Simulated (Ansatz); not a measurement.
# ScSi2: energy and pressure over a range of volumes

An exercise on one series of results from a longer session: the logs are not shown, and one member is left open.

Program: Ansatz 0.2.0. Level of theory: DFT PBEsol, scalar-relativistic. These are calculated values, not measurements.

## The starting structure

Symmetry: P6/mmm, No. 191, hexagonal system. Conventional cell: a = 3.660 Å, b = 3.660 Å, c = 3.870 Å, α = 90.00°, β = 90.00°, γ = 120.00°. Sc (site symmetry 6/mmm) is surrounded by 12 Si at 2.87 Å. Around Si (site symmetry -6m2) lie 3 Si at 2.11 Å and 6 Sc at 2.87 Å.

Structure file:

```
Sc Si
1.0
     3.66000    0.00000    0.00000
    -1.83000    3.16965    0.00000
     0.00000    0.00000    3.87000
Sc Si
1 2
Direct
  0.00000 0.00000 0.00000
  0.33333 0.66667 0.50000
  0.66667 0.33333 0.50000
```

Atoms are numbered in the order of the input: Sc1, Si2, Si3.

Set-up of the first run:

input.yaml reads:

```yaml
crystal:
  lattice:
    - [3.6105332048, 0.0, 0.0]
    - [-1.8052666024, 3.1268134766, 0.0]
    - [0.0, 0.0, 3.8176962911]
  atoms:
    - { symbol: Sc, position: [0.0, 0.0, 0.0] }
    - { symbol: Si, position: [0.3333333333, 0.6666666667, 0.5] }
    - { symbol: Si, position: [0.6666666667, 0.3333333333, 0.5] }
kpoints:
  mp_grid: { grid: [13, 13, 11] }
  band_path:
    path:
      - [0.0, 0.0, 0.0]
      - [0.5, 0.0, 0.0]
      - [0.3333333333, 0.3333333333, 0.0]
      - [0.0, 0.0, 0.0]
      - [0.0, 0.0, 0.5]
      - [0.5, 0.0, 0.5]
      - [0.3333333333, 0.3333333333, 0.5]
      - [0.0, 0.0, 0.5]
      - [0.5, 0.0, 0.5]
    npoints: 5
scf:
  occupations: { method: fermi_dirac, width: 0.05 }
hamiltonian:
  xc: pbesol
  pseudopotentials: { kind: all_electron, lapw: { basis_error: 0.001 } }
output:
  forces: true
  stress: true
  eigenvalues: true
```

Command:

```sh
$ ansatz run input.yaml --threads 1 --pin off --max-ram 4096MiB --backend cpu --events-out ev --progress --plain --runs-dir out
```

Steps of the session up to this table: Volume × 0.96, LAPW; Volume × 0.96, PAW; Volume × 0.96, crystal datasets; Volume × 0.99, LAPW; Volume × 0.99, PAW; Volume × 0.99, crystal datasets; Volume × 1.02, LAPW; Volume × 1.02, PAW; Volume × 1.02, crystal datasets; Volume × 1.06, LAPW; Volume × 1.06, PAW; Volume × 1.06, crystal datasets.

One of the session's tables, all rows but one given; the rest of the session is left out.

```
          method  volume (Å³/atom)  pressure (GPa)
            LAPW            14.367           29.93
            LAPW            14.816           23.59
            LAPW            15.264           18.06
            LAPW            15.863           11.76
             PAW            14.367               ?
             PAW            14.816           23.72
             PAW            15.264           18.17
             PAW            15.863           11.84
crystal datasets            14.367           29.93
crystal datasets            14.816           23.59
crystal datasets            15.264           18.06
crystal datasets            15.863           11.75
```

Estimate the missing values for PAW, 14.367.

As computed: pressure (GPa): 30.08. In the column «pressure (GPa)» it is the highest.

Caveats from the session: Warnings in the runs' records: crystal datasets made, printed levels off.
